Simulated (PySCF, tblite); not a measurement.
# CaN2H6 (+2), an ion with solvent molecules: NMR shifts, interaction energy, infrared bands, spin-spin couplings and core binding energies

Wanted: the NMR shifts, interaction energy, infrared bands, spin-spin couplings and core binding energies for `[Ca+2]` with 2 × `N`.

Computed with tblite 0.8.0 and PySCF 2.14.0; each step states its level. No surroundings beyond the atoms listed, unless a continuum is named. Atoms count from 0, parts from 1.

## 1. The system as given

9 atoms, charge 2, multiplicity 1; geometry: rigid parts in contact. Parts: 1 = atom 0, `[Ca+2]`, charge 2; 2 = atoms 1–4, `N`, charge 0; 3 = atoms 5–8, `N`, charge 0.

## 2. Search for minima with GFN2-xTB

The job: settings as JSON, then the geometry in Å.

```
{"job": {"kind": "dock", "xc": "GFN2-xTB", "basis": "xTB"}, "charge": 2, "multiplicity": 1, "parts": [{"atoms": "0-0", "charge": 2, "multiplicity": 1}, {"atoms": "1-4", "charge": 0, "multiplicity": 1}, {"atoms": "5-8", "charge": 0, "multiplicity": 1}]}
Ca     0.931571    -0.161688     0.273901
N      1.847125     1.612296     1.443520
H      2.217853     1.426718     2.391902
H      2.577948     2.157721     0.936545
H      1.063682     2.274333     1.604705
N      2.633056    -1.601326    -0.478924
H      2.938630    -1.497826    -1.465747
H      3.468341    -1.440427     0.118997
H      2.358582    -2.602592    -0.386539
```

Method: GFN2-xTB search for minima from random contacts, gas phase.

Launch:

```bash
$ OMP_NUM_THREADS=1 python cluster_run.py task.json out
```

This one command runs all jobs of the session in turn.

**Question.** The jobs that follow are: PBE0-D3(BJ)/def2-SVPD geometry optimisation, gas phase; GIAO PBE0/pcSseg-2 NMR shielding, non-relativistic, gas phase; wB97M-D3(BJ)/def2-TZVPD interaction energy, counterpoise and uncorrected, gas phase; PBE0-D3(BJ)/def2-TZVPD interaction energy, counterpoise and uncorrected, gas phase; PBE0-D3(BJ)/def2-SVPD harmonic vibrations by differences of gradients, gas phase; B3LYP/pcJ-1 Ca:pcSseg-1 indirect spin-spin coupling, non-relativistic, gas phase; delta-SCF UKS SCAN, pcX-2 on the ionised atom, pcseg-1 elsewhere, spin-free X2C. Predict: binding energy (GFN2-xTB); point group; rotational constants (main isotopes); shieldings of H, Ca, N (PBE0/pcSseg-2, a mean where the table joins atoms); largest proton shift on binding; interaction energy, counterpoise (wB97M-D3(BJ)/def2-TZVPD); superposition error; binding energy (with deformation); strongest single infrared mode (PBE0-D3(BJ)/def2-SVPD); largest coupling of the table (B3LYP/pcSseg-1+pcJ-1); N1s binding energies, SCAN/pcX-2.

The runs gave:

| quantity | value |
| --- | --- |
| binding energy (GFN2-xTB) | -435.1 kcal/mol (rough: tight binding is poor for bare ions) |
| point group | C2 |
| rotational constants (main isotopes) | 95.39, 2.33, 2.33 GHz |
| shieldings of H, Ca, N (PBE0/pcSseg-2, a mean where the table joins atoms) | H2 29.0, H3 29.0, H4 29.0, Ca0 1163.5, N1 238.2 ppm |
| largest proton shift on binding | H8, +2.54 ppm |
| interaction energy, counterpoise (wB97M-D3(BJ)/def2-TZVPD) | -119.9 kcal/mol |
| superposition error | 0.51 kcal/mol |
| binding energy (with deformation) | -118.9 kcal/mol |
| strongest single infrared mode (PBE0-D3(BJ)/def2-SVPD) | 1368 cm⁻¹ |
| largest coupling of the table (B3LYP/pcSseg-1+pcJ-1) | $^{1}J$(N,H) N1–H2, -66.5 Hz (mean over like pairs) |
| N1s binding energies, SCAN/pcX-2 | N5 415.80 eV |
| range of the interaction energy over the runs of this table | -123.3 to -119.9 kcal/mol |

In words: At its xTB geometry the search ends with the contact Ca0···N5 (bond, 2.39 Å); 6 starts can't prove it the lowest minimum. Further contacts there: Ca0···N1 (bond, 2.39 Å). A later relaxation moves these distances. The start of the PBE0/def2-SVPD relaxation was shaken at random by about 0.01 Å, so part of the energy gained, and of the first lengths quoted, undoes that. Relaxing lowered the energy by 0.094 eV in 4 steps; the close pair that moved most is Ca0–N5, from 2.361 to 2.425 Å. Hydrogens of an XH3 group are listed apart at this fixed geometry; free rotation makes them one line at their mean. At PBE0/pcSseg-2: Shielding is most anisotropic at Ca0 (span 383 ppm, paramagnetic term -255 ppm). On binding (GIAO PBE0/pcSseg-2 NMR shielding, non-relativistic, gas phase), H8 moves most among the protons, 2.54 ppm downfield. Tight binding gave -435.1 kcal/mol, far from this level. At PBE0-D3(BJ)/def2-SVPD the lowest mode is imaginary (27i cm⁻¹), so the geometry is not a minimum there. The interaction energy runs from -123.3 (PBE0-D3(BJ)/def2-TZVPD) to -119.9 kcal/mol (wB97M-D3(BJ)/def2-TZVPD).
